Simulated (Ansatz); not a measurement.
# BaSnGe: the cost of one run

Method: DFT PBE, scalar-relativistic, plane waves, PAW, in Ansatz 0.2.0.

## 1. The starting structure

It takes space group P-6m2 (No. 187, hexagonal). Conventional cell: a = 4.824 Å, b = 4.824 Å, c = 4.906 Å, α = 90.00°, β = 90.00°, γ = 120.00°. Ba (site symmetry -6m2) is surrounded by 6 Sn at 3.71 Å and 6 Ge at 3.71 Å. Sn (site symmetry -6m2) is surrounded by 3 Ge at 2.79 Å. Ge (site symmetry -6m2) has 3 Sn at 2.79 Å as nearest neighbours.

Coordinates:

```xyz
3
Lattice="4.8243 0.0000 0.0000 -2.4122 4.1780 0.0000 0.0000 0.0000 4.9064" Properties=species:S:1:pos:R:3 pbc="T T T"
Ba    0.0000    0.0000    0.0000
Sn    2.4122    1.3927    2.4532
Ge    0.0000    2.7853    2.4532
```

The start is the relaxed end of an invented cell (made as: species swapped into a database cell of EuAlSi (P-6m2, No. 187)), taken up again for a closer look.

## 2. A first look at the guess

The input, input.yaml:

```yaml
crystal:
  lattice:
    - [4.8243232, 0.0, 0.0]
    - [-2.4121616, 4.1779864, 0.0]
    - [0.0, 0.0, 4.9063731]
  atoms:
    - { symbol: Ba, position: [0.0, 0.0, 0.0] }
    - { symbol: Sn, position: [0.6666667, 0.3333333, 0.5] }
    - { symbol: Ge, position: [0.3333333, 0.6666667, 0.5] }
basis:
  ecutwfc: 420
kpoints:
  mp_grid: { grid: [6, 6, 4] }
hamiltonian:
  xc: pbe
scf:
  occupations: { method: gaussian, width: 0.1 }
  lower_state_search: "off"
output:
  forces: true
  stress: true
  eigenvalues: true
```

Launch:

```console
> ansatz run input.yaml --threads 1 --pin off --max-ram 3072MiB --backend cpu --events-out ev --progress --plain --runs-dir out
```

**Question.** How long does this run take on 1 thread of Arm Neoverse V1, shared host, and how much memory does it need?

About 5.9 s, with a peak of 0.35 GiB.
